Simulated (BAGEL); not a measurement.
# SiH2ClO2 (SMILES O[Si](O)Cl) at UHF/def2-SVPD (density fitting with qzvpp-jkfit)

Aim: the vertical electron affinity of SiH2ClO2 at UHF/def2-SVPD (density fitting with qzvpp-jkfit), from 2 runs. 

The calculation is run with BAGEL 1.2.2.

3 further runs of the same task are left out: 3 set aside as unsound or not needed.

### 1 The system as given

The species is SiH2ClO2 (6 atoms), meant as a doublet with charge 0. As SMILES, `O[Si](O)Cl`. The shape is that of a PBE0-D4/def2-TZVP optimisation. This is one conformer, not always the lowest.

Bond lengths: O1–Si2 1.632 Å, Si2–O3 1.632 Å, Si2–Cl4 2.078 Å, O1–H5 0.959 Å, O3–H6 0.959 Å. Angles: O1–Si2–O3 103.6°, O1–Si2–Cl4 111.0°, O3–Si2–Cl4 111.0°, Si2–O1–H5 117.0°, Si2–O3–H6 117.1°.

### 2 The energy at UHF/def2-SVPD (density fitting with qzvpp-jkfit)

The input, input.json:

```json
{ "bagel" : [

{
  "title" : "molecule",
  "basis" : "def2-svpd.json",
  "df_basis" : "qzvpp-jkfit",
  "angstrom" : true,
  "geometry" : [
    { "atom" : "O", "xyz" : [      -0.320700,       1.391300,      -0.390800 ] },
    { "atom" : "Si", "xyz" : [       0.131800,      -0.176800,      -0.408200 ] },
    { "atom" : "O", "xyz" : [       1.197500,      -0.281000,       0.823600 ] },
    { "atom" : "Cl", "xyz" : [      -1.498500,      -1.425000,      -0.089600 ] },
    { "atom" : "H", "xyz" : [      -1.028800,       1.647400,      -0.984600 ] },
    { "atom" : "H", "xyz" : [       1.518800,      -1.155900,       1.049500 ] }
  ]
},

{
  "title" : "uhf",
  "nopen" : 1
},

{
  "title" : "print",
  "file" : "orbitals.molden",
  "orbitals" : true
}

]}
```

The basis set def2-SVPD is read from a file made from the Basis Set Exchange's data (not shown).

Command:

```bash
$ BAGEL_NUM_THREADS=1 BAGEL input.json > input.out
```

Log:

```text
* using 1 threads per process

  ===============================================================
  ===============================================================

  *** Geometry ***

  { "atom" : "O", "xyz" : [     -0.606035,      2.629176,     -0.738505 ] },
  { "atom" : "Si", "xyz" : [      0.249066,     -0.334104,     -0.771386 ] },
  { "atom" : "O", "xyz" : [      2.262947,     -0.531013,      1.556378 ] },
  { "atom" : "Cl", "xyz" : [     -2.831755,     -2.692860,     -0.169319 ] },
  { "atom" : "H", "xyz" : [     -1.944150,      3.113135,     -1.860624 ] },
  { "atom" : "H", "xyz" : [      2.870116,     -2.184334,      1.983268 ] },

  Number of auxiliary basis functions:      446

  Since a DF basis is specified, we compute 2- and 3-index integrals:
    o Being stored without compression. Storage requirement is 0.046 GB

  Number of basis functions:      113
  Number of electrons      :       49

    * METHOD: MOLECULE                             0.19

  *** Open-shell HF ***

  === Nuclear Repulsion ===
   216.9503985784

      * DIIS with orbital gradients will be used.

  === UHF iteration (def2-svpd.json) ===
      0       -898.71344673          0.04600465           0.19
      1       -898.91539995          0.03767971           0.19
      2       -899.01372886          0.02426703           0.19
      3       -899.09574097          0.00134363           0.19
      4       -899.09682734          0.00044731           0.19
      5       -899.09698169          0.00014278           0.19
      6       -899.09701087          0.00004322           0.19
      7       -899.09701644          0.00001457           0.19
      8       -899.09701738          0.00000632           0.19
      9       -899.09701761          0.00000255           0.19
     10       -899.09701764          0.00000091           0.19
     11       -899.09701764          0.00000042           0.19
     12       -899.09701764          0.00000015           0.19
     13       -899.09701764          0.00000006           0.19
     14       -899.09701764          0.00000003           0.19
     15       -899.09701764          0.00000002           0.19
     16       -899.09701764          0.00000001           0.18
    * SCF iteration converged.

    * S^2 (UHF) is 0.7540

    * Permanent dipole moment:
           (   -0.116499,     0.270396,     0.516988) a.u.

    * METHOD: UHF                                  3.37

    * METHOD: PRINT                                0.02

  ===============================================================
```

It took 3.9 s on 1 thread of Arm Neoverse V2, shared host; peak memory 0.14 GiB.

### 3 The singlet anion

The input, calc.json:

```json
{ "bagel": [

{
  "title": "molecule",
  "basis": "def2-svpd.json",
  "df_basis": "qzvpp-jkfit",
  "angstrom": "true",
  "geometry": [
    { "atom": "O", "xyz": [      -0.320700,       1.391300,      -0.390800 ] },
    { "atom": "Si", "xyz": [       0.131800,      -0.176800,      -0.408200 ] },
    { "atom": "O", "xyz": [       1.197500,      -0.281000,       0.823600 ] },
    { "atom": "Cl", "xyz": [      -1.498500,      -1.425000,      -0.089600 ] },
    { "atom": "H", "xyz": [      -1.028800,       1.647400,      -0.984600 ] },
    { "atom": "H", "xyz": [       1.518800,      -1.155900,       1.049500 ] }
  ]
},

{ "title": "hf", "charge": -1 },

{ "title": "print", "file": "orbitals.molden", "orbitals": "true" }

]}
```

The basis set def2-SVPD is read from a file made from the Basis Set Exchange's data (not shown).

Command:

```bash
$ BAGEL_NUM_THREADS=1 BAGEL calc.json > calc.out
```

Log:

```text
* using 1 threads per process

  ===============================================================
  ===============================================================

  *** Geometry ***

  { "atom" : "O", "xyz" : [     -0.606035,      2.629176,     -0.738505 ] },
  { "atom" : "Si", "xyz" : [      0.249066,     -0.334104,     -0.771386 ] },
  { "atom" : "O", "xyz" : [      2.262947,     -0.531013,      1.556378 ] },
  { "atom" : "Cl", "xyz" : [     -2.831755,     -2.692860,     -0.169319 ] },
  { "atom" : "H", "xyz" : [     -1.944150,      3.113135,     -1.860624 ] },
  { "atom" : "H", "xyz" : [      2.870116,     -2.184334,      1.983268 ] },

  Number of auxiliary basis functions:      446

  Since a DF basis is specified, we compute 2- and 3-index integrals:
    o Being stored without compression. Storage requirement is 0.046 GB

  Number of basis functions:      113
  Number of electrons      :       49

    * METHOD: MOLECULE                             0.19

  *** RHF ***

  === Nuclear Repulsion ===
   216.9503985784

      * DIIS with orbital gradients will be used.

  === RHF iteration (def2-svpd.json) ===
      0       -898.66903624          0.02440203           0.09
      1       -898.88138607          0.02063385           0.09
      2       -899.08538753          0.00178004           0.09
      3       -899.08976357          0.00054425           0.09
      4       -899.09040341          0.00017784           0.09
      5       -899.09051007          0.00005243           0.09
      6       -899.09051763          0.00001461           0.09
      7       -899.09051795          0.00000621           0.09
      8       -899.09051800          0.00000266           0.09
      9       -899.09051801          0.00000071           0.10
     10       -899.09051801          0.00000031           0.09
     11       -899.09051801          0.00000014           0.09
     12       -899.09051801          0.00000005           0.09
     13       -899.09051801          0.00000002           0.09
     14       -899.09051801          0.00000001           0.09
     15       -899.09051801          0.00000000           0.09
    * SCF iteration converged.

    * Permanent dipole moment:
           (    0.704319,     0.029875,    -0.839196) a.u.

    * METHOD: HF                                   1.66

    * METHOD: PRINT                                0.02

  ===============================================================
```

It took 2 s on 1 thread of Arm Neoverse V2, shared host; peak memory 0.14 GiB.

### 4 Results

Level: UHF/def2-SVPD (density fitting with qzvpp-jkfit).

```
                                                            quantity          value
                                      doublet SiH2ClO2: total energy  -899.09702 Eh
                                     doublet SiH2ClO2: dipole moment         1.51 D
                                              doublet SiH2ClO2: ⟨S²⟩          0.754
                                         singlet anion: total energy  -899.09052 Eh
                                          singlet anion: HOMO energy       -1.04 eV
                                          singlet anion: LUMO energy        6.21 eV
singlet anion: HOMO–LUMO gap (to an unbound level, set by the basis)        7.25 eV
                   vertical electron affinity (to the singlet anion)      -0.177 eV
```

What this shows: The anion lies 0.18 eV (17.1 kJ/mol) above the neutral: the electron isn't bound at this level, and such a value depends on the basis. Hartree–Fock misses the correlation that binds many anions.
